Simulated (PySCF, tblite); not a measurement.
**C2H12Si4: geometry, infrared bands and NMR shifts**

Aim: predict the infrared bands and NMR shifts of C2H12Si4 (`[SiH3]C[SiH]1[SiH2]C[SiH2]1`).

Programs: tblite 0.8.0 and PySCF 2.14.0, with density-fitted response routines of our own. Each step states its level of theory. These are calculated values for one molecule in the gas phase, unless marked as measured. Atoms are numbered from 0 throughout.

## Step 1: The starting structure

18 atoms, charge 0, multiplicity 1; geometry from: force field or distance geometry start.

Bonds of the start (Å): Si0–C1 1.86, C1–Si2 1.84, Si2–Si3 2.20, Si3–C4 1.86, C4–Si5 1.87, Si5–Si2 2.20, Si0–H6 1.48, Si0–H7 1.46, Si0–H8 1.47, C1–H9 1.11, C1–H10 1.13, Si2–H11 1.48, Si3–H12 1.48, Si3–H13 1.46, C4–H14 1.11, C4–H15 1.11, Si5–H16 1.45, Si5–H17 1.48.

## Step 2: Geometry optimisation with GFN2-xTB

Job settings and geometry (Å):

```
{"job": {"kind": "relax", "xc": "GFN2-xTB", "basis": "xTB"}, "charge": 0, "multiplicity": 1}
Si    -2.940200     0.061800     0.023200
C     -1.382800    -0.756100     0.627700
Si    -0.019100    -0.721600    -0.604900
Si     2.046400    -0.896200     0.129500
C      2.375000     0.927500    -0.070300
Si     0.866300     1.224600    -1.125700
H     -3.201200     1.317600     0.751700
H     -4.057200    -0.863900     0.167100
H     -2.844600     0.431600    -1.395600
H     -1.103700    -0.382200     1.639400
H     -1.661900    -1.835200     0.791600
H     -0.291100    -1.566100    -1.786200
H      2.163700    -1.376800     1.524600
H      2.897300    -1.697500    -0.745500
H      2.387700     1.446300     0.905300
H      3.353400     1.042600    -0.579600
H      0.157000     2.438800    -0.766200
H      1.246400     1.211000    -2.556700
```

The run is started by

```bash
> OMP_NUM_THREADS=1 python probes_run.py task.json out
```

This one command runs all jobs of the session in turn.

**Question.** This job is followed by: GFN2-xTB harmonic vibrations, gas phase; GIAO PBE0/pcSseg-1 NMR shielding, non-relativistic, gas phase. Predict these results of the whole session: strongest single infrared mode (GFN2-xTB); zero-point energy (GFN2-xTB); ¹³C shifts against TMS (PBE0/pcSseg-1); ¹H shifts against TMS (PBE0/pcSseg-1, means over atoms taken as alike); ²⁹Si shifts against TMS (PBE0/pcSseg-1, means over atoms taken as alike); surface potential, 1st and 99th percentile.

The runs gave:

```
                                                                quantity                                         value
                               strongest single infrared mode (GFN2-xTB)                         2172 cm⁻¹, 888 km/mol
                                            zero-point energy (GFN2-xTB)                                 73.7 kcal/mol
                                  ¹³C shifts against TMS (PBE0/pcSseg-1)                              -11.0, -11.2 ppm
  ¹H shifts against TMS (PBE0/pcSseg-1, means over atoms taken as alike)  5.09, 4.72, 4.64, 3.91, 0.65, 0.62, 0.11 ppm
²⁹Si shifts against TMS (PBE0/pcSseg-1, means over atoms taken as alike)                       -30.1, -52.4, -73.2 ppm
                                   surface potential, 1st and 99th percentile                            -0.03 V and 1.10 V
```

**Reading.** Relaxing lowered the energy by 0.897 eV in 169 steps; the close pair that moved most is Si2–Si3, from 2.199 to 2.348 Å. No mode is imaginary among the 48: a minimum at this level. The strongest single mode, at 2172 cm⁻¹, is spread over several atoms, H16, H12, H17 among them. Unscaled tight-binding wavenumbers are off by several per cent, some by more. Its intensities can rank the bands wrongly. At PBE0/pcSseg-1: The largest span, 136 ppm, is at Si2, where the paramagnetic term is -502 ppm. By nearest atom (PBE0/pcSseg-1), the HOMO sits on Si2, Si3 about 26 % each; Si5 12 % and the LUMO on Si2 19 %; H11 11 %.
